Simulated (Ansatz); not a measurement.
Write a Python script for Ansatz 0.2.0, Python API that makes a small convex hull of the Sn-Pt system. Settings (first run): PBEsol, PAW, cutoff 520 eV, Gaussian smearing of 0.05 eV.

Script `sn2pt.py`:
```python
"""Convex hull of a few Sn-Pt phases, after relaxing cells and atoms."""

from collections import Counter
import logging
import sys
import warnings

import ansatz as az
from ase import Atoms
import numpy as np

logging.basicConfig(stream=sys.stdout, format="%(levelname)s %(message)s")
log = logging.getLogger("calc")
log.setLevel(logging.INFO)


def run_phase(name, crystal):
    calc = (
        crystal.calculation()
        .functional("pbesol")
        .scf(tolerance=1e-07, max_iterations=80)
        .basis(520)
        .kpoints(spacing=0.26)
        .occupations("gaussian", width=0.05)
    )
    calc = calc.relax(force_tolerance=0.03, cell=True)
    return calc.run()


def counts(outcome):
    return Counter(site.symbol for site in outcome.lattice.sites)

def formation_energy(outcome, mu):
    n = counts(outcome)
    return (outcome.report["energy_sigma0_ev"] - sum(k * mu[element] for element, k in n.items())) / sum(n.values())


def main() -> None:
    warnings.simplefilter("ignore")

    phases = {}
    sn2pt_fm_3m = (
        az.Lattice.from_parameters(4.543161, 4.543161, 4.543161, alpha=60.0, beta=60.0, gamma=60.0)
        .atom("Sn", (0.25, 0.25, 0.25))
        .atom("Sn", (0.75, 0.75, 0.75))
        .atom("Pt", (0.0, 0.0, 0.0))
    )
    phases["Sn2Pt Fm-3m"] = sn2pt_fm_3m
    snpt_p6_3_mmc = (
        az.Lattice.of((4.1014, 0.0, 0.0), (-2.0507, 3.55191659, 0.0), (0.0, 0.0, 5.4405))
        .atom("Sn", (1 / 3, 2 / 3, 0.25))
        .atom("Sn", (2 / 3, 1 / 3, 0.75))
        .atom("Pt", (0.0, 0.0, 0.0))
        .atom("Pt", (0.0, 0.0, 0.5))
    )
    phases["SnPt P6_3/mmc"] = snpt_p6_3_mmc
    snpt3_pm_3m = (
        az.Lattice.from_parameters(4.0, 4.0, 4.0, alpha=90.0, beta=90.0, gamma=90.0)
        .atom("Sn", (0.0, 0.0, 0.0))
        .atom("Pt", (0.0, 0.5, 0.5))
        .atom("Pt", (0.5, 0.0, 0.5))
        .atom("Pt", (0.5, 0.5, 0.0))
    )
    phases["SnPt3 Pm-3m"] = snpt3_pm_3m
    atoms = Atoms(
        ["Sn", "Sn"],
        scaled_positions=[
            (0.0, 0.0, 0.0),
            (0.25, 0.25, 0.25),
        ],
        cell=[
            (0.0, 3.2333428, 3.2333428),
            (3.2333428, 0.0, 3.2333428),
            (3.2333428, 3.2333428, 0.0),
        ],
        pbc=True,
    )
    sn = az.Crystal.from_ase(atoms)
    phases["Sn"] = sn
    pt = (
        az.Lattice.fcc(3.9218)
        .space_group(225)
        .atom("Pt", (0.0, 0.0, 0.0))
        .primitive()
    )
    phases["Pt"] = pt

    done = {}
    for name, crystal in phases.items():
        done[name] = run_phase(name, crystal)
        log.info(f"{name}: {done[name].report['energy_sigma0_ev']:.4f} eV, {len(done[name].lattice.sites)} atoms")

    # energy of one atom in its reference phase
    references = {"Sn": "Sn", "Pt": "Pt"}
    mu = {element: done[name].report["energy_sigma0_ev"] / len(done[name].lattice.sites) for element, name in references.items()}
    points = sorted((counts(o)["Pt"] / len(o.lattice.sites), formation_energy(o, mu), name) for name, o in done.items())

    # lower hull by a monotone chain
    hull = []
    for x, e, _ in points:
        while len(hull) > 1 and (hull[-1][0] - hull[-2][0]) * (e - hull[-2][1]) - (hull[-1][1] - hull[-2][1]) * (x - hull[-2][0]) <= 0:
            hull.pop()
        hull.append((x, e))
    rows = [(name, x, e, e - np.interp(x, *zip(*hull))) for x, e, name in points]
    log.info("     phase       x(Pt)  E_form (eV/atom)  above hull (eV/atom)")
    for row in rows:
        log.info(f"{str(row[0]):>10}  {row[1]:10.3f}  {row[2]:16.4f}  {row[3]:20.4f}")
    print("on the hull of these phases:", ", ".join(row[0] for row in rows if row[3] < 1e-6))


if __name__ == "__main__":
    main()
```

```console
$ python sn2pt.py
INFO Sn2Pt Fm-3m: -24284.7661 eV, 3 atoms
INFO SnPt P6_3/mmc: -36669.5211 eV, 4 atoms
INFO SnPt3 Pm-3m: -43102.8369 eV, 4 atoms
INFO Sn: -11899.4912 eV, 2 atoms
INFO Pt: -12383.8279 eV, 1 atoms
INFO      phase       x(Pt)  E_form (eV/atom)  above hull (eV/atom)
INFO         Sn       0.000            0.0000                0.0000
INFO Sn2Pt Fm-3m       0.333           -0.4823                0.0000
INFO SnPt P6_3/mmc       0.500           -0.5935                0.0000
INFO SnPt3 Pm-3m       0.750           -0.4019                0.0000
INFO         Pt       1.000            0.0000                0.0000
on the hull of these phases: Sn, Sn2Pt Fm-3m, SnPt P6_3/mmc, SnPt3 Pm-3m, Pt
```

Reading the output:
- These settings explore the input space; cutoff and mesh may be short of convergence.
- No spin polarisation was allowed.
- The program warned that this SCF threshold is loose for forces or stresses.
- Of the deposited cell: the entry's cell lengths or inner coordinates differ somewhat from later room-temperature determinations.
- Spin-orbit coupling, which matters for elements this heavy, is left out.
- The cells come from databases of deposited and of computed structures, and not all need be stable phases.
- Differences under about 40 meV an atom lie within the error of mesh and functional, so such verdicts may flip; only the cells listed enter the hull.
- The script silences warnings, which a real study should read.
- Hardware and time: 59 s on 1 thread of Arm Neoverse V1, on a shared host, peak memory 0.51 GiB.
